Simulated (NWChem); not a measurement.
# One shape, several levels: MoO3 (molybdenum trioxide)

We compute a comparison of 6 runs (HF/STO-3G, HF/3-21G, HF/def2-SVP, HF/def2-TZVP, CAM-B3LYP/def2-SVP, MP2/def2-SVPD) of MoO3 (molybdenum trioxide). 

Program for the calculation: NWChem 7.3.0.

1 further run of the same task is left out (set aside as unsound or not needed).

**1. The molecule**

MoO3 has 4 atoms, charge 0, and is taken as a singlet. SMILES: `[O]=[Mo](=[O])=[O]`. The coordinates come from a PBE0-D4/def2-TZVP relaxation.

Bond lengths: O1–Mo2 1.692 Å, Mo2–O3 1.692 Å, Mo2–O4 1.692 Å. Angles: O1–Mo2–O3 110.3°, O1–Mo2–O4 110.3°, O3–Mo2–O4 110.3°.

**2. Energy and gradient at HF/STO-3G (run 1)**

The input, run.py:

```python
from ase import Atoms
from ase.calculators.nwchem import NWChem

mol = Atoms('OMoOO', positions=[
    [-0.968000, -0.149800, 1.262500],
    [-0.138100, -0.336500, -0.200300],
    [1.507000, -0.607600, 0.088800],
    [-0.345200, 1.033600, -1.171400],
])

calc = NWChem(
    label='run',
    theory='scf',
    memory='2200 mb',
    basis='STO-3G',
    basispar='spherical bse',
    scf={'nopen': '0', 'rhf': None, 'thresh': '1e-08', 'maxiter': '80'},
)
mol.calc = calc

forces = mol.get_forces()
e = mol.get_potential_energy()
print(f"E = {e:.6f} eV")
print("forces (eV/A):")
for s, f in zip(mol.symbols, forces):
    print(f"{s:2s} {f[0]:10.5f} {f[1]:10.5f} {f[2]:10.5f}")
print("dipole (e A):", mol.get_dipole_moment().round(4))
```

Command:

```sh
$ export ASE_NWCHEM_COMMAND="nwchem PREFIX.nwi > PREFIX.nwo"
$ python run.py
```

Output:

```text
E = -113131.166450 eV
forces (eV/A):
O     1.80342   -0.58333   -3.41000
Mo    1.60596    3.38985    2.06285
O    -3.80199    0.45349   -0.75225
O     0.39261   -3.26000    2.09936
dipole (e A): [-0.3696 -0.7813 -0.4745]
```

The calculator wrote run.nwi:

```
title "run"

permanent_dir run

scratch_dir run

start run

geometry units angstrom nocenter noautosym noautoz
  O  -9.6799999999999997e-01 -1.4979999999999999e-01 1.2625000000000000e+00
  Mo -1.3810000000000000e-01 -3.3650000000000002e-01 -2.0030000000000001e-01
  O  1.5069999999999999e+00 -6.0760000000000003e-01 8.8800000000000004e-02
  O  -3.4520000000000001e-01 1.0336000000000001e+00 -1.1714000000000000e+00
end

memory 2200 mb

basis spherical bse noprint
   * library STO-3G
end

scf
  nopen 0
  rhf
  thresh 1e-08
  maxiter 80
end

task scf gradient
```

run.nwo:

```text
Northwest Computational Chemistry Package (NWChem) 7.3.0
             --------------------------------------------------------

           Job information
           ---------------

    nwchem branch   = 7.3.0
    use scalapack   = T
    input           = run.nwi
    prefix          = run.
    data base       = run/run.db
    status          = startup
    nproc           =        1

           Memory information
           ------------------

    heap     =     72089594 doubles =      550.0 Mbytes
    stack    =     72089599 doubles =      550.0 Mbytes
    global   =    144179200 doubles =     1100.0 Mbytes (distinct from heap & stack)
    total    =    288358393 doubles =     2200.0 Mbytes
    verify   = yes
    hardfail = no

[... 119 lines left out ...]
 Convergence threshold     :          1.000E-08
[... 14 lines left out ...]
       Final RHF  results
[... 3 lines left out ...]
      One-electron energy =  -6455.257219675331
[... 1 line left out ...]
 Nuclear repulsion energy =    351.815830358294
[... 50 lines left out ...]
                       ROHF Final Molecular Orbital Analysis
[... 203 lines left out ...]
  wavefunction    =   RHF

                         RHF ENERGY GRADIENTS

    atom               coordinates                        gradient
                 x          y          z           x          y          z
   1 O      -1.829255  -0.283081   2.385779   -0.035071   0.011344   0.066314
   2 Mo     -0.260971  -0.635893  -0.378512   -0.031231  -0.065922  -0.040116
   3 O       2.847817  -1.148198   0.167808    0.073937  -0.008819   0.014629
   4 O      -0.652333   1.953221  -2.213625   -0.007635   0.063397  -0.040826

                 ----------------------------------------
                 |  Time  |  1-e(secs)   |  2-e(secs)   |
                 ----------------------------------------
                 |  CPU   |       0.00   |       0.63   |
                 ----------------------------------------
                 |  WALL  |       0.00   |       0.63   |
                 ----------------------------------------

 Task  times  cpu:        6.1s     wall:        6.1s
 Total times  cpu:        6.1s     wall:        6.1s
```

It took 7.2 s on 1 thread of Intel Xeon 6975P-C (Granite Rapids), shared host; peak memory 0.1 GiB.

**3. Energy and gradient at HF/3-21G (run 2)**

The input, moo3.nw:

```
start moo3
memory 2200 mb

geometry units atomic noautosym nocenter noautoz
  O   -1.82925489  -0.28308097   2.38577923
  Mo  -0.26097118  -0.63589284  -0.37851214
  O    2.84781727  -1.14819759   0.16780768
  O   -0.65233346   1.95322092  -2.21362518
end

basis spherical bse
  * library 3-21G
end

scf
  thresh 1e-08
  maxiter 80
  print medium
end

task scf gradient
```

Command:

```sh
$ nwchem moo3.nw > moo3.out
```

Output:

```text
[...]
  functions       =    63
[...]
  wavefunction    = RHF
[...]
         Total SCF energy =  -4179.801427106621
      One-electron energy =  -6469.666588503337
      Two-electron energy =   1938.049356160292
 Nuclear repulsion energy =    351.815805236423
        Time for solution =      8.1s
[...]
                         RHF ENERGY GRADIENTS
    atom               coordinates                        gradient
                 x          y          z           x          y          z
   1 O      -1.829255  -0.283081   2.385779    0.006429   0.003796  -0.004508
   2 Mo     -0.260971  -0.635893  -0.378512   -0.003679  -0.007648  -0.004742
   3 O       2.847817  -1.148198   0.167808   -0.006047   0.006103   0.001419
   4 O      -0.652333   1.953221  -2.213625    0.003297  -0.002251   0.007831
[...]
```

It took 9.9 s on 1 thread of Intel Xeon 6975P-C (Granite Rapids), shared host; peak memory 0.099 GiB.

Runs 3 to 4 aren't shown in full; the table further down has their settings and results.

**4. Energy and forces at CAM-B3LYP/def2-SVP (core potential) (run 5)**

The input, moo3.nw:

```
start moo3
title "MoO3"
memory stack 880 mb heap 220 mb global 1100 mb

geometry units atomic noautosym nocenter noautoz
  O  -1.82925489 -0.28308097  2.38577923
  Mo -0.26097118 -0.63589284 -0.37851214
  O   2.84781727 -1.14819759  0.16780768
  O  -0.65233346  1.95322092 -2.21362518
end

basis "ao basis" spherical bse
  * library def2-SVP
end

ecp bse
  Mo library def2-SVP
end

dft
  xc xcamb88 1.00 lyp 0.81 vwn_5 0.19 hfexch 1.00
  cam 0.33 cam_alpha 0.19 cam_beta 0.46
  grid xfine
  convergence energy 1e-08
  direct
  maxiter 100
  mulliken
  noprint "final vectors analysis"
end

task dft gradient
```

Command:

```sh
$ nwchem moo3.nw > moo3.out
```

Output:

```text
[...]
          Wavefunction type:  closed shell.
          No. of atoms     :     4
          No. of electrons :    38
[...]
          Charge           :     0
          Spin multiplicity:     1
[...]
          AO basis - number of functions:    73
[...]
              XC Information
              --------------
                     Hartree-Fock (Exact) Exchange  1.000
                   CAM-Becke88 Exchange Functional  1.000
                      VWN V Correlation Functional  0.190 local
              Lee-Yang-Parr Correlation Functional  0.810
[...]
 d= 0,ls=0.0,diis     1   -292.9121816683 -4.35D+02  7.62D-02  5.51D+00     3.2
[...]
 d= 0,ls=0.0,diis    13   -293.6130834507 -3.78D-09  7.51D-07  3.46D-10    29.3
         Total DFT energy =     -293.613083450685
      One electron energy =     -708.144837918447
           Coulomb energy =      306.223054398391
    Exchange-Corr. energy =      -33.353463860143
 Nuclear repulsion energy =      141.662163929514
[...]
      Total Density - Mulliken Population Analysis
     ---------------------------------------------
    Atom       Charge   Shell Charges
 -----------   ------   -------------------------------------------------------
    1 O    8     8.37   1.99  1.12  0.77  2.76  1.71  0.01
    2 Mo  14    12.90  -0.40  1.63  0.82  0.13  0.01  5.99  0.38  0.12  3.58  0.52  0.12
    3 O    8     8.37   1.99  1.12  0.77  2.76  1.71  0.01
    4 O    8     8.37   1.99  1.12  0.77  2.76  1.71  0.01
[...]
  wavefunction    = closed shell
[...]
                         DFT ENERGY GRADIENTS
    atom               coordinates                        gradient
                 x          y          z           x          y          z
   1 O      -1.829255  -0.283081   2.385779   -0.000710   0.001317   0.002759
   2 Mo     -0.260971  -0.635893  -0.378512   -0.002390  -0.004942  -0.003085
   3 O       2.847817  -1.148198   0.167808    0.002897   0.000651   0.001057
   4 O      -0.652333   1.953221  -2.213625    0.000203   0.002974  -0.000731
[...]
```

Run time: 41 s. Hardware: 1 thread of Intel Xeon 6975P-C (Granite Rapids), shared host; peak memory 0.14 GiB.

**5. Energy and gradient at MP2/def2-SVPD (core potential) (run 6)**

The input, test.nw:

```
start test
title "MoO3"
memory 2200 mb
charge 0

geometry units angstroms noautosym nocenter noautoz
O     -0.968000    -0.149800     1.262500
Mo    -0.138100    -0.336500    -0.200300
O      1.507000    -0.607600     0.088800
O     -0.345200     1.033600    -1.171400
end

basis spherical bse
* library def2-SVPD
end

ecp bse
Mo library def2-SVPD
end

scf
singlet
rhf
thresh 1e-08
maxiter 80
print medium
end

mp2
freeze core 3
tight
end

task mp2 gradient
```

Command:

```sh
$ nwchem test.nw > test.out
```

Output:

```text
[...]
  functions       =   103
[...]
  wavefunction    = RHF
[...]
         Total SCF energy =   -291.879235044202
      One-electron energy =   -706.857994364497
      Two-electron energy =    273.316585275603
 Nuclear repulsion energy =    141.662174044692
        Time for solution =     22.0s
[...]
          Total MP2 energy          -292.972211290455
[...]
                         mp2 ENERGY GRADIENTS
    atom               coordinates                        gradient
                 x          y          z           x          y          z
   1 O      -1.829255  -0.283081   2.385779    0.023891  -0.011513  -0.050106
   2 Mo     -0.260971  -0.635893  -0.378512    0.027275   0.057793   0.035004
   3 O       2.847817  -1.148198   0.167808   -0.055170   0.003111  -0.012603
   4 O      -0.652333   1.953221  -2.213625    0.004003  -0.049391   0.027705
[...]
```

Wall time 49 s (1 thread of Intel Xeon 6975P-C (Granite Rapids), shared host); peak memory 0.48 GiB.

**6. The series**

| run | level | core potential | iteration cap | energy (Eh) | dipole moment (D) | HOMO energy (eV) | LUMO energy (eV) | wall time |
| --- | --- | --- | --- | --- | --- | --- | --- | --- |
| 1 | HF/STO-3G | – | 80 | -4157.493718 | 4.74 | -7.59 | 2.97 | 7.2 s |
| 2 | HF/3-21G | – | 80 | -4179.801427 | 5.37 | -12.21 | -1.72 | 9.9 s |
| 3 | HF/def2-SVP (core potential) | def2-SVP | 80 | -291.855897 | 5.88 | -13.13 | -2.15 | 12 s |
| 4 | HF/def2-TZVP (core potential) | def2-TZVP | 80 | -292.170292 | 5.77 | -13.08 | -2.10 | 47 s |
| 5 | CAM-B3LYP/def2-SVP (core potential) | def2-SVP | 100 | -293.613083 | 5.08 | – | – | 41 s |
| 6 | MP2/def2-SVPD (core potential) | def2-SVPD | 80 | -292.972211 | 4.61 | -13.25 | -2.16 | 49 s |

**7. Outcome**

| quantity | value |
| --- | --- |
| run 6: total energy | -292.97221 Eh |
| run 6: dipole moment (of the density that the program reports) | 4.61 D |
| run 6: HOMO energy (Hartree–Fock orbitals) | -13.25 eV |
| run 6: LUMO energy (Hartree–Fock orbitals) | -2.16 eV |
| run 6: HOMO–LUMO gap (Hartree–Fock orbitals) | 11.09 eV |
| run 6: correlation energy (3 core orbitals frozen) | -1093.0 mEh |
| run 6: largest force on an atom | 3.747 eV/Å |

In words: The dipole moment (its size) runs from 4.61 D (MP2/def2-SVPD) to 5.88 D (HF/def2-SVP). The two ends differ in method and basis. Over runs 1, 2, 3, 4 the HOMO–LUMO gap runs from 10.50 eV (HF/3-21G) to 10.99 eV (HF/def2-TZVP). The two ends differ in basis and core potential. Some runs of one species differ in core potentials or relativity; totals across that change don't compare. In run 1 the basis is minimal, so the values are rough. In runs 1, 2 relativity is left out where basis or elements ask for it. All runs together took 2.8 min, the longest 49 s.
